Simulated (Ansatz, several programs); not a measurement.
SiGe3, ordered on the diamond lattice (R3m) with 4 atoms a cell, relaxed with r2SCAN in Ansatz (plane waves, PAW): it is trigonal, R3m (No. 160); conventional cell a = 3.968 Å, c = 19.402 Å, 22.04 Å³ an atom. Si is surrounded by 4 Ge at 2.40–2.42 Å; Ge is surrounded by 4 Ge at 2.44–2.46 Å; Ge is surrounded by 3 Si at 2.42 Å and 1 Ge at 2.46 Å; Ge is surrounded by 1 Si at 2.40 Å and 3 Ge at 2.44 Å. The cell was then scaled with its shape and fractional coordinates held, which makes it stiffer than a relaxed compression. Values at 0 K without nuclear motion; spin polarisation is off, and the phase may be a hypothetical one.

```tsv
V (Å³/atom)	E (meV/atom)
20.721	21.73
22.044	0.00
22.705	4.60
23.366	17.38
```

Problem. Pass a cubic E = c₀ + c₁u + c₂u² + c₃u³, with u = V − 22.209 Å³, through these points.

Solution. c₀ = 0.30, c₁ = +3.585, c₂ = 10.725, c₃ = -0.9169 (meV and Å³).

Problem. Where is the minimum, and what bulk modulus follows?

Solution. dE/du = 0 at u = -0.164, so V₀ = 22.05 Å³. B = V₀ d²E/dV² = 22.05 × (2c₂ + 6c₃u) = 22.05 × 22.351 = 493 meV/Å³, and 1 meV/Å³ is 0.16022 GPa: 79 GPa. A third-order Birch-Murnaghan fit to all five points gives 22.04 Å³ and 78 GPa.

Problem. Predict the energy and the pressure at the withheld volume, 21.382 Å³.

Solution. With u = -0.827: E ≈ 5.19 meV and P = −dE/dV ≈ +2.57 GPa. The run gives 5.12 meV and, from its stress, +2.55 GPa.
